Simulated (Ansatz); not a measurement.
# C₂H₁₀InNO₂Si: vertical ionisation energy

One table from this session's results is given with a row withheld; the runs are named, their logs left out.

Computed with Ansatz 0.2.0, Gaussian basis. Level: unrestricted cation, the program's frozen cores in correlated methods.

Plan: UKS PBE-D4/def2-TZVPP; UKS r2SCAN-D4/def2-TZVPP; UKS PBE0-D4/def2-TZVPP; UKS B3LYP-D4/def2-TZVPP; UKS wB97X-V/def2-TZVPP; UKS wB97M-V/def2-TZVPP; UKS B2PLYP/def2-TZVPP; UHF-MP2/def2-TZVPP; UHF-MP2/def2-QZVPP; then −ε(HOMO) from the neutral's earlier runs with LDA (SPW92), PBE-D4, revPBE-D4, BLYP-D4, r2SCAN-D4, B97M-V, PBE0-D4, B3LYP-D4, r2SCANh-D4, r2SCAN0-D4, HSE06-D4, BHLYP-D4, CAM-B3LYP-D4, LC-ωPBE, ωB97X-V, ωB97M-V.

1 further run of the same task is left out (it didn't finish).

### The relaxed structure

The geometry comes from an earlier relaxation with PBE0-D4 in a triple-zeta def2 set; it is a stationary point, not always the lowest conformer. In takes the def2 core potential; no spin-orbit term is included.

SMILES `C[N](C)[In]([OH])[O][SiH3]`, 17 atoms, charge 0, spin multiplicity 1.

Atoms are counted from 1 here; the program's logs count them from 0.

Bond lengths: C1–N2 1.440 Å, C1–H8 1.101 Å, C1–H9 1.100 Å, C1–H10 1.092 Å, N2–C3 1.441 Å, N2–In4 1.987 Å, C3–H11 1.101 Å, C3–H12 1.100 Å, C3–H13 1.092 Å, In4–O5 1.970 Å, In4–O6 1.983 Å, O5–H14 0.961 Å, O6–Si7 1.623 Å, Si7–H15 1.487 Å, Si7–H16 1.494 Å, Si7–H17 1.494 Å. Angles: N2–C1–H8 112.0°, N2–C1–H9 111.0°, N2–C1–H10 111.5°, H8–C1–H9 107.3°, H8–C1–H10 107.5°, H9–C1–H10 107.3°, C1–N2–C3 113.7°, C1–N2–In4 123.1°, C3–N2–In4 122.7°, N2–C3–H11 112.0°, N2–C3–H12 111.0°, N2–C3–H13 111.4°, H11–C3–H12 107.2°, H11–C3–H13 107.7°, H12–C3–H13 107.5°, N2–In4–O5 124.9°, N2–In4–O6 121.5°, O5–In4–O6 113.5° and more.

Geometry (Å):

```mol
C2H10InNO2Si
  3D, bonds by distance, orders not assigned

 17 16  0  0  0  0  0  0  0  0999 V2000
    0.8918   -1.4836   -0.0829 C   0  0
    0.7522   -0.2918   -0.8787 N   0  0
    1.4222   -0.3652   -2.1525 C   0  0
   -0.4604    1.2043   -0.3898 In  0  0
   -0.7583    2.8172   -1.4804 O   0  0
   -1.4339    1.2261    1.3378 O   0  0
   -1.6282    0.2578    2.6263 Si  0  0
    0.4773   -2.3687   -0.5891 H   0  0
    1.9505   -1.6944    0.1283 H   0  0
    0.3820   -1.3857    0.8783 H   0  0
    1.0394   -1.1906   -2.7719 H   0  0
    2.5015   -0.5316   -2.0203 H   0  0
    1.2994    0.5594   -2.7203 H   0  0
   -1.3554    3.4269   -1.0392 H   0  0
   -2.5494    0.9005    3.6015 H   0  0
   -2.2013   -1.0667    2.2397 H   0  0
   -0.3294   -0.0137    3.3133 H   0  0
  1  2  8  0
  2  3  8  0
  2  4  8  0
  4  5  8  0
  4  6  8  0
  6  7  8  0
  1  8  8  0
  1  9  8  0
  1 10  8  0
  3 11  8  0
  3 12  8  0
  3 13  8  0
  5 14  8  0
  7 15  8  0
  7 16  8  0
  7 17  8  0
M  END
```

Set-up of the first run:

File in.yaml:

```yaml
crystal:
  periodic: [false, false, false]
  atoms:
    - {symbol: C, position_ang: [0.891794, -1.483637, -0.082881]}
    - {symbol: N, position_ang: [0.752212, -0.291828, -0.878718]}
    - {symbol: C, position_ang: [1.422183, -0.365229, -2.152466]}
    - {symbol: In, position_ang: [-0.460398, 1.204263, -0.389771]}
    - {symbol: O, position_ang: [-0.758277, 2.817205, -1.480418]}
    - {symbol: O, position_ang: [-1.433901, 1.226060, 1.337763]}
    - {symbol: Si, position_ang: [-1.628213, 0.257808, 2.626318]}
    - {symbol: H, position_ang: [0.477336, -2.368724, -0.589134]}
    - {symbol: H, position_ang: [1.950500, -1.694392, 0.128293]}
    - {symbol: H, position_ang: [0.382003, -1.385671, 0.878265]}
    - {symbol: H, position_ang: [1.039449, -1.190649, -2.771879]}
    - {symbol: H, position_ang: [2.501488, -0.531579, -2.020336]}
    - {symbol: H, position_ang: [1.299375, 0.559435, -2.720290]}
    - {symbol: H, position_ang: [-1.355445, 3.426920, -1.039232]}
    - {symbol: H, position_ang: [-2.549370, 0.900461, 3.601534]}
    - {symbol: H, position_ang: [-2.201289, -1.066721, 2.239706]}
    - {symbol: H, position_ang: [-0.329447, -0.013702, 3.313256]}
basis:
  gaussian: {orbitals: def2-TZVPP}
total_charge: 1
magnetization: {spin_polarized: true, initial_magnetization: 1}
hamiltonian: {xc: pbe, dispersion: d4}
```

On the command line:

```console
> ansatz run in.yaml --threads 2 --pin off --events-out ev --progress --plain --max-ram 22528MiB --backend cuda --devices 0, --max-vram 18GiB
```

Steps of the session up to this table: Cation, UKS PBE-D4/def2-TZVPP; Cation, UKS r2SCAN-D4/def2-TZVPP; Cation, UKS PBE0-D4/def2-TZVPP; Cation, UKS B3LYP-D4/def2-TZVPP; Cation, UKS wB97X-V/def2-TZVPP; Cation, UKS wB97M-V/def2-TZVPP; Cation, UKS B2PLYP (frozen core)/def2-TZVPP; Cation, UHF-MP2/def2-TZVPP; Cation, UHF-MP2/def2-QZVPP.

One table of the session follows, with a row left open; its other results are not shown here.

It belongs to the step «Ionisation energies side by side». For comparison, −ε(HOMO) of the neutral from earlier runs:

| functional | −ε(HOMO) (eV) |
| --- | --- |
| LDA (SPW92) | 5.35 |
| PBE-D4 | 5.19 |
| revPBE-D4 | 5.12 |
| BLYP-D4 | 5.10 |
| r2SCAN-D4 | ? |
| B97M-V | 5.54 |
| PBE0-D4 | 6.45 |
| B3LYP-D4 | 6.26 |
| r2SCANh-D4 | 5.89 |
| r2SCAN0-D4 | 6.61 |
| HSE06-D4 | 6.04 |
| BHLYP-D4 | 7.68 |
| CAM-B3LYP-D4 | 7.83 |
| LC-ωPBE | 9.12 |
| ωB97X-V | 8.81 |
| ωB97M-V | 8.75 |

Estimate the missing values for r2SCAN-D4.

Worked estimate for «−ε(HOMO) (eV)». Against the share of exact exchange, r2SCANh-D4 (0.1, 5.89), r2SCAN0-D4 (0.25, 6.61) give a slope of 4.80 per unit share; at 0 the line stands at 5.41.

As computed: −ε(HOMO) (eV): 5.41. In «−ε(HOMO) (eV)» the line misses by 0.00.
